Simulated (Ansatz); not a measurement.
# HfSi2B4: the cost of one run

Program: Ansatz 0.2.0. Level of theory: DFT PBE, scalar-relativistic, plane waves, PAW, unless a step names another level. These are calculated values, not measurements.

7 further runs of the same task are left out: 3 that didn't finish, 4 set aside as unsound or not needed.

## Step 1: The system as given

Symmetry: P6/mmm, No. 191, hexagonal system. Conventional cell: a = 3.041 Å, b = 3.041 Å, c = 9.718 Å, α = 90.00°, β = 90.00°, γ = 120.00°. Around Hf (site symmetry 6/mmm) lie 12 B at 2.52 Å. Si (site symmetry 6mm) has 6 B at 2.49 Å and 1 Si at 2.58 Å as nearest neighbours. B (site symmetry 3m) has 3 B at 1.76 Å and 3 Si at 2.49 Å and 3 Hf at 2.52 Å as nearest neighbours.

Structure file:

```
Hf Si B
1.0
     3.04096    0.00000    0.00000
    -1.52048    2.63355    0.00000
     0.00000    0.00000    9.71778
Hf Si B
1 2 4
Cartesian
  0.0000 0.0000 0.0000
  0.0000 0.0000 6.1485
  0.0000 0.0000 3.5692
  1.5205 0.8778 1.8094
  0.0000 1.7557 1.8094
  0.0000 1.7557 7.9084
  1.5205 0.8778 7.9084
```

It came out lowest among 35 distinct ends of the trial cells. At a tolerance of 0.05 Å it has space group P6/mmm (No. 191).

## Step 2: A stricter relaxation, on the response runs' mesh and smearing

File input.yaml:

```yaml
crystal:
  lattice:
    - [3.0409570302, 0.0, 0.0]
    - [-1.5204785151, 2.63354604, 0.0]
    - [0.0, 0.0, 9.7177788388]
  atoms:
    - { symbol: Hf, position: [0.0, 0.0, 0.0] }
    - { symbol: Si, position: [0.0, 0.0, 0.6327102996] }
    - { symbol: Si, position: [0.0, 0.0, 0.3672897004] }
    - { symbol: B, position: [0.6666666667, 0.3333333333, 0.1861915509] }
    - { symbol: B, position: [0.3333333333, 0.6666666667, 0.1861915509] }
    - { symbol: B, position: [0.3333333333, 0.6666666667, 0.8138084491] }
    - { symbol: B, position: [0.6666666667, 0.3333333333, 0.8138084491] }
basis:
  ecutwfc: 420
kpoints:
  mp_grid: { grid: [12, 12, 4] }
hamiltonian:
  xc: pbe
scf:
  occupations: { method: gaussian, width: 0.1 }
output:
  forces: true
  stress: true
  eigenvalues: true
relax:
  adjacent_minimum: "off"
  f_tol: 0.001
  max_steps: 60
  cell: { stress_tol: 0.01 }
```

Launch:

```console
> ansatz run input.yaml --threads 3 --pin off --max-ram 7680MiB --backend cpu --events-out ev --progress --plain --runs-dir out
```

Q: Estimate wall time and peak memory on 3 threads of Intel Xeon Platinum 8259CL at 2.50GHz (Skylake/Cascade Lake), shared host.

About 32 s, with a peak of 0.53 GiB.
